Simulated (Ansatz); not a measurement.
# MoAs3: the cost of one run

Program: Ansatz 0.2.0. Level of theory: DFT PBE, scalar-relativistic, plane waves, PAW. These are calculated values, not measurements.

**1. The starting structure**

Symmetry: I4/mmm, No. 139, tetragonal system. Conventional cell: a = 4.108 Å, b = 4.108 Å, c = 9.177 Å, α = 90.00°, β = 90.00°, γ = 90.00°. Mo (site symmetry 4/mmm) is surrounded by 12 As at 2.91 to 3.08 Å. As (site symmetry 4/mmm) has 4 Mo at 2.91 Å as nearest neighbours. As (site symmetry -4m2) has 8 As at 2.91 to 3.08 Å and 4 Mo at 3.08 Å as nearest neighbours.

Coordinates:

```
Mo As
1.0
    -2.05422    2.05422    4.58864
     2.05422   -2.05422    4.58864
     2.05422    2.05422   -4.58864
Mo As
1 3
Direct
  0.00000 0.00000 0.00000
  0.50000 0.50000 0.00000
  0.25000 0.75000 0.50000
  0.75000 0.25000 0.50000
```

(A quick probe on a coarse mesh, which set the mesh and smearing, is not shown.)

**3. A loose first relaxation**

input.yaml

```yaml
crystal:
  lattice:
    - [-2.0542154602, 2.0542154602, 4.5886371319]
    - [2.0542154602, -2.0542154602, 4.5886371319]
    - [2.0542154602, 2.0542154602, -4.5886371319]
  atoms:
    - { symbol: Mo, position: [0.0, 0.0, 0.0] }
    - { symbol: As, position: [0.5, 0.5, 0.0] }
    - { symbol: As, position: [0.25, 0.75, 0.5] }
    - { symbol: As, position: [0.75, 0.25, 0.5] }
basis:
  ecutwfc: 420
kpoints:
  mp_grid: { grid: [6, 6, 6] }
hamiltonian:
  xc: pbe
scf:
  occupations: { method: gaussian, width: 0.1 }
  lower_state_search: "off"
output:
  forces: true
  stress: true
  eigenvalues: true
relax:
  adjacent_minimum: "off"
  f_tol: 0.04
  max_steps: 70
  cell: { stress_tol: 0.4 }
```

Started as:

```bash
> ansatz run input.yaml --threads 1 --pin off --max-ram 2560MiB --backend cpu --events-out ev --progress --plain --runs-dir out
```

Q: Estimate wall time and peak memory on 1 thread of Intel Xeon Platinum 8259CL at 2.50GHz (Skylake/Cascade Lake), shared host.

About 33 s, with a peak of 0.45 GiB.
